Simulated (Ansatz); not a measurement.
# C2H4Te (SMILES C1C[Te]1): single points off equilibrium

The task here is to estimate one member of a computed series from the others.

Method: single points in def2-TZVPP; program: Ansatz 0.2.0, Gaussian basis.

Correlated methods freeze the cores. Filled d shells of the heavier atoms are correlated. Core potentials replace the inner electrons past krypton, and spin-orbit coupling is left out.

## Starting geometry

SMILES `C1C[Te]1`, 7 atoms, charge 0, spin multiplicity 1.

Atoms are counted from 1 here; the program's logs count them from 0.

Bond lengths: C1–C2 1.388 Å, C1–Te3 1.971 Å, C1–H4 1.182 Å, C1–H5 0.975 Å, C2–Te3 1.948 Å, C2–H6 1.072 Å, C2–H7 1.369 Å. Angles: C2–C1–Te3 68.4°, C2–C1–H4 108.0°, C2–C1–H5 130.4°, Te3–C1–H4 119.8°, Te3–C1–H5 123.0°, H4–C1–H5 104.6°, C1–C2–Te3 70.2°, C1–C2–H6 132.3°, C1–C2–H7 108.5°, Te3–C2–H6 127.1°, Te3–C2–H7 107.5°, H6–C2–H7 106.4°, C1–Te3–C2 41.5°.

Geometry (Å):

```xyz
7

C    -0.5503   -0.1090   -0.4848
C     0.3421    0.2021    0.5312
Te    0.6200   -1.6355   -0.0526
H    -1.6439   -0.0621   -0.0380
H    -0.6357    0.2572   -1.3841
H     0.1987    0.5461    1.5363
H     1.3545    0.9581    0.0042
```

The first run:

The input, run/in.yaml:

```yaml
crystal:
  periodic: [false, false, false]
  atoms:
    - {symbol: C, position_ang: [-0.550300, -0.109000, -0.484800]}
    - {symbol: C, position_ang: [0.342100, 0.202100, 0.531200]}
    - {symbol: Te, position_ang: [0.620000, -1.635500, -0.052600]}
    - {symbol: H, position_ang: [-1.643900, -0.062100, -0.038000]}
    - {symbol: H, position_ang: [-0.635700, 0.257200, -1.384100]}
    - {symbol: H, position_ang: [0.198700, 0.546100, 1.536300]}
    - {symbol: H, position_ang: [1.354500, 0.958100, 0.004200]}
basis:
  gaussian: {orbitals: def2-TZVPP}
correlation: {method: ccsd_t}
output: {forces: true}
```

No record of the launch command was kept for these runs.

Steps of the session up to this table: CCSD(T)/def2-TZVPP; PBE0-D4/def2-TZVPP; wB97M-V/def2-TZVPP; r2SCAN-D4/def2-TZVPP; PBE-D4/def2-TZVPP; BLYP-D4/def2-TZVPP; r2SCAN0-D4/def2-TZVPP.

One table of the session follows, with a row left open; its other results are not shown here.

| method | RMS force component (eV/Å) | angle to CCSD(T) forces (°) | dipole (D) |
| --- | --- | --- | --- |
| CCSD(T) | 3.544 | reference | 1.38 |
| PBE0-D4 | 3.441 | 2.9 | 1.42 |
| wB97M-V | ? | ? | ? |
| r2SCAN-D4 | 3.444 | 2.7 | 1.46 |
| PBE-D4 | 3.417 | 3.7 | 1.34 |
| BLYP-D4 | 3.480 | 4.9 | 1.28 |
| r2SCAN0-D4 | 3.462 | 3.3 | 1.49 |

**Question.** Estimate the row for wB97M-V.

The run gave: RMS force component (eV/Å): 3.485; angle to CCSD(T) forces (°): 1.9; dipole (D): 1.37. In the column «RMS force component (eV/Å)» it lies between BLYP-D4 (3.480) and CCSD(T) (3.544).
